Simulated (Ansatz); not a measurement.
## CH₇Al₂B, SMILES C[BH][AlH][AlH2]: a rigid torsion scan, step by step

With Ansatz 0.2.0 through its Python package.

Run as a notebook:

In [1]:
```python
from dataclasses import dataclass

import ansatz as az
from ase import Atoms
```

In [2]:
```python
@dataclass
class RunConfig:
    basis: str = "def2-SVP"
    functional: str = "HF"
    fmax: float = 0.02


settings = RunConfig()

atoms = Atoms(["C", "B", "Al", "Al", "H", "H", "H", "H", "H", "H", "H"], positions=[
    (-1.6752, 0.4196, -0.4473),
    (-1.1737, -0.0729, 0.9272),
    (0.8023, -0.5184, 1.1222),
    (2.43, -0.2026, -0.8094),
    (-1.2069, 1.4038, -0.7421),
    (-1.5366, -0.2753, -1.251),
    (-2.7878, 0.6517, -0.3746),
    (-1.8624, -0.1952, 1.8384),
    (1.403, -1.0414, 2.5717),
    (3.9122, -0.5533, -0.6453),
    (1.7606, 0.3268, -2.1692),
])
```

In [3]:
```python
# relax first, so that the scan starts from a minimum
first = az.Crystal.molecule_from_ase(atoms).calculation()
first = first.basis(gaussian=settings.basis)
first = first.functional(settings.functional)
first = first.relax(force_tolerance=settings.fmax, max_steps=80)
atoms.positions = first.run(threads=1, pin="off").report["positions_ang"]
```

In [4]:
```python
start = atoms.get_dihedral(2, 1, 0, 4)
energies = {}
for turn in range(0, 121, 20):
    turned = atoms.copy()
    turned.set_dihedral(2, 1, 0, 4, start + turn, indices=[0, 4, 5, 6])
    base = (
        az.Crystal.molecule_from_ase(turned).calculation()
        .basis(gaussian=settings.basis)
        .functional(settings.functional)
    )
    energies[round((start + turn) % 360)] = base.run(threads=1, pin="off").report["free_energy_ev"]
floor = min(energies.values())
print("dihedral Al2-B1-C0-H4 (deg)   E - E(min) (kJ/mol)")
for angle, e in sorted(energies.items()):
    print(f"{angle:8d} {96.485332 * (e - floor):14.3f}  " + "#" * int(30 * (e - floor) / max(max(energies.values()) - floor, 1e-9)))
```
```text
dihedral Al2-B1-C0-H4 (deg)   E - E(min) (kJ/mol)
       5          8.148  #########################
     245          0.000
     265          1.512  ####
     285          4.872  ###############
     305          8.058  #########################
     325          9.630  ##############################
     345          9.431  #############################
```

The scan is rigid and the energies are electronic, in a modest basis. With rigid groups the curve can differ much from the relaxed path, the start wasn't checked as a minimum of this torsion, and equivalent turns needn't return to the same energy. It ran for 67 s on 1 thread of Arm Neoverse V1, with other jobs on the host, peak memory 0.25 GiB.
